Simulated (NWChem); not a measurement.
**SnH3F (SMILES [F][SnH3]) at 3 levels**

We compute a comparison of 3 runs (HF/def2-SVP, PBE/3-21G, MP2/STO-3G) of SnH3F. 

Program for the calculation: NWChem 7.3.0.

## 1. The system as given

SnH3F: 5 atoms, total charge 0, spin state singlet. SMILES: `[F][SnH3]`. Geometry: relaxed at PBE0-D4/def2-TZVP.

Bond lengths: F1–Sn2 1.926 Å, Sn2–H3 1.701 Å, Sn2–H4 1.701 Å, Sn2–H5 1.701 Å. Angles: F1–Sn2–H3 104.7°, F1–Sn2–H4 104.7°, F1–Sn2–H5 104.7°, H3–Sn2–H4 113.8°, H3–Sn2–H5 113.8°, H4–Sn2–H5 113.8°.

## 2. Energy and gradient at HF/def2-SVP (core potential) (run 1)

fh3sn.xyz

```xyz
5

F     -1.285000     0.718300     1.005000
Sn     0.100400    -0.065900    -0.079000
H     -0.528400    -0.054800    -1.659100
H      0.318900    -1.626500     0.560600
H      1.444100     0.955200     0.131000
```

fh3sn.nw

```
start fh3sn
memory stack 880 mb heap 220 mb global 1100 mb

geometry units angstrom noautosym nocenter noautoz
  load fh3sn.xyz
end

basis spherical bse
  * library def2-SVP
end

ecp bse
  Sn library def2-SVP
end

scf
  thresh 1e-08
  maxiter 80
  noprint "final vectors analysis"
end

task scf gradient
```

Command:

```console
$ nwchem fh3sn.nw > fh3sn.out
```

The log of the run:

```text
[...]
  functions       =    55
[...]
  wavefunction    = RHF
[...]
         Total SCF energy =   -314.444346725615
      One-electron energy =   -677.896479874882
      Two-electron energy =    282.987145182982
 Nuclear repulsion energy =     80.464987966284
        Time for solution =      4.2s
[...]
                         RHF ENERGY GRADIENTS
    atom               coordinates                        gradient
                 x          y          z           x          y          z
   1 F      -2.428298   1.357390   1.899175    0.001292  -0.000732  -0.001014
   2 Sn      0.189728  -0.124533  -0.149288    0.000163  -0.000089  -0.000126
   3 H      -0.998531  -0.103557  -3.135244   -0.000618   0.000301   0.000194
   4 H       0.602634  -3.073639   1.059380   -0.000499   0.000073   0.000504
   5 H       2.728953   1.805066   0.247554   -0.000338   0.000447   0.000442
[...]
```

Wall time 6 s (1 thread of Intel Xeon 6975P-C (Granite Rapids), shared host); peak memory 0.1 GiB.

## 3. Energy and forces at PBE/3-21G (run 2)

fh3sn.nw

```
start fh3sn
memory stack 880 mb heap 220 mb global 1100 mb
geometry units angstroms noautosym nocenter noautoz
F       -1.285000       0.718300       1.005000
Sn       0.100400      -0.065900      -0.079000
H       -0.528400      -0.054800      -1.659100
H        0.318900      -1.626500       0.560600
H        1.444100       0.955200       0.131000
end
basis "ao basis" spherical bse
* library 3-21G
end
dft
xc xpbe96 cpbe96
grid xfine
convergence energy 1e-08
maxiter 100
mulliken
noprint "final vectors analysis"
end
task dft gradient
```

Command:

```console
$ nwchem fh3sn.nw > fh3sn.out
```

The log of the run:

```text
[...]
          Wavefunction type:  closed shell.
          No. of atoms     :     5
          No. of electrons :    62
[...]
          Charge           :     0
          Spin multiplicity:     1
[...]
          AO basis - number of functions:    46
[...]
              XC Information
              --------------
          PerdewBurkeErnzerhof Exchange Functional  1.000
            Perdew 1991 LDA Correlation Functional  1.000 local
           PerdewBurkeErnz. Correlation Functional  1.000 non-local
[...]
 d= 0,ls=0.0,diis     1  -6099.1546510280 -6.27D+03  7.34D-02  7.08D-01     0.8
[...]
 d= 0,ls=0.0,diis     8  -6099.2422160900  4.54D-09  3.50D-06  6.59D-08     4.6
         Total DFT energy =    -6099.242216089992
      One electron energy =    -8766.509616280666
           Coulomb energy =     2663.576992539430
    Exchange-Corr. energy =     -172.151143107696
 Nuclear repulsion energy =      175.841550758939
[...]
      Total Density - Mulliken Population Analysis
     ---------------------------------------------
    Atom       Charge   Shell Charges
 -----------   ------   -------------------------------------------------------
    1 F    9     9.37   1.98  0.44  2.47  1.54  2.93
    2 Sn  50    49.21   2.00  2.00  6.00  2.00  5.99  2.00  5.95  0.93  1.56  0.35  0.46 10.00  9.98
    3 H    1     1.14   0.40  0.74
    4 H    1     1.14   0.40  0.74
    5 H    1     1.14   0.40  0.74
[...]
  wavefunction    = closed shell
                         DFT ENERGY GRADIENTS
    atom               coordinates                        gradient
                 x          y          z           x          y          z
   1 F      -2.428298   1.357390   1.899175    0.006468  -0.003662  -0.005064
   2 Sn      0.189728  -0.124533  -0.149288    0.008839  -0.005001  -0.006917
   3 H      -0.998531  -0.103557  -3.135244    0.002703   0.001334   0.015097
   4 H       0.602634  -3.073639   1.059380   -0.004334   0.014381  -0.003341
   5 H       2.728953   1.805066   0.247554   -0.013676  -0.007052   0.000226
[...]
```

Wall time 6.6 s (1 thread of Intel Xeon 6975P-C (Granite Rapids), shared host); peak memory 0.12 GiB.

## 4. Energy and forces at MP2/STO-3G (run 3)

m1.nw

```
start m1
title "FH3Sn gradient"
memory stack 880 mb heap 220 mb global 1100 mb
geometry units au noautosym nocenter noautoz
  F   -2.42829807   1.35739028   1.89917476
  Sn   0.18972850  -0.12453295  -0.14928836
  H   -0.99853128  -0.10355699  -3.13524461
  H    0.60263366  -3.07363954   1.05938047
  H    2.72895350   1.80506639   0.24755412
end
basis "ao basis" spherical bse
  * library STO-3G
end
scf
  thresh 1e-08
  maxiter 80
  noprint "final vectors analysis"
end
mp2
  freeze core 19
  tight
end
task mp2 gradient
```

Command:

```console
$ nwchem m1.nw > m1.out
```

The log of the run:

```text
[...]
  functions       =    35
[...]
  wavefunction    = RHF
[...]
         Total SCF energy =  -6063.072065300969
      One-electron energy =  -8738.641668910461
      Two-electron energy =   2499.728065492242
 Nuclear repulsion energy =    175.841538117249
        Time for solution =      1.6s
[...]
          Total MP2 energy         -6063.126140234061
[...]
                         mp2 ENERGY GRADIENTS
    atom               coordinates                        gradient
                 x          y          z           x          y          z
   1 F      -2.428298   1.357390   1.899175   -0.001630   0.000922   0.001272
   2 Sn      0.189729  -0.124533  -0.149288    0.001432  -0.000807  -0.001116
   3 H      -0.998531  -0.103557  -3.135245   -0.011315   0.002229  -0.016233
   4 H       0.602634  -3.073640   1.059380   -0.001057  -0.016806   0.010640
   5 H       2.728954   1.805066   0.247554    0.012570   0.014461   0.005437
[...]
```

Run time: 5.1 s. Hardware: 1 thread of Intel Xeon 6975P-C (Granite Rapids), shared host; peak memory 0.1 GiB.

## 5. The series

```
run                         level  core potential  iteration cap   energy (Eh)  dipole moment (D)  largest force (eV/Å)  wall time
  1  HF/def2-SVP (core potential)        def2-SVP             80   -314.444347               3.15                 0.092        6 s
  2                     PBE/3-21G               –            100  -6099.242216               2.06                 0.792      6.6 s
  3                    MP2/STO-3G               –             80  -6063.126140               1.38                 1.024      5.1 s
```

## 6. Outcome

```
                                                      quantity           value
                                           run 3: total energy  -6063.12614 Eh
run 3: dipole moment (of the density that the program reports)          1.38 D
           run 3: correlation energy (19 core orbitals frozen)       -54.1 mEh
                               run 3: largest force on an atom      1.024 eV/Å
```

The dipole moment (its size) runs from 1.38 D (MP2/STO-3G) to 3.15 D (HF/def2-SVP). The two ends differ in method and basis and core potential. Some runs of one species differ in core potentials or relativity; totals across that change don't compare. In run 3 the basis is minimal, so the values are rough. In runs 2, 3 relativity is left out where basis or elements ask for it. All runs together took 18 s, the longest 6.6 s.
